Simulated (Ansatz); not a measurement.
**HfNH+ (sextet): the correlation ladder, def2-TZVPP**

An exercise on one series of results from a longer session: the logs are not shown, and one member is left open.

The runs use Ansatz 0.2.0, Gaussian basis; def2-TZVPP, core rule «outside noble gas», up to 5 orbitals frozen.

To be run: UHF; ROHF; CCSD(T) on UHF.

**What is computed**

The geometry is a PBE0/def2-TZVP stationary point (not a proven minimum) of the parent state, kept for this charge and spin. No spin-orbit coupling is included. Elements past krypton take def2 core potentials.

3 atoms, charge 1, spin multiplicity 6.

Atoms are counted from 1 here; the program's logs count them from 0.

Bond lengths: Hf1–N2 2.034 Å, N2–H3 1.017 Å. Angles: Hf1–N2–H3 147.1°.

The first run:

in.yaml reads:

```yaml
crystal:
  periodic: [false, false, false]
  atoms:
    - {symbol: Hf, position_ang: [0.000000, -0.111469, 1.647238]}
    - {symbol: N, position_ang: [0.000000, -0.201315, -0.385063]}
    - {symbol: H, position_ang: [0.000000, 0.312783, -1.262174]}
basis:
  gaussian: {orbitals: def2-TZVPP}
total_charge: 1
magnetization: {spin_polarized: true, initial_magnetization: 5}
hamiltonian: {xc: hf}
output: {orbitals: {seedname: orbitals}}
```

On the command line:

```console
ansatz run in.yaml --threads 1 --pin off --events-out ev --progress --plain --max-ram 4096MiB --backend cpu
```

Steps of the session up to this table: UHF; ROHF; CCSD(T) on UHF.

One of the session's tables, all rows but one given; the rest of the session is left out.

It belongs to the step «Misses and costs». 

| method | from UCCSD(T) (kJ/mol) |
| --- | --- |
| ROHF | +514.3 |
| UHF | +482.9 |
| UMP2 | +73.0 |
| UCCSD | ? |
| UCCSD(T) | 0 |

**Question.** Estimate the row for UCCSD.

As computed: from UCCSD(T) (kJ/mol): +12.1. In the column «from UCCSD(T) (kJ/mol)» it lies between UCCSD(T) (0) and UMP2 (+73.0).
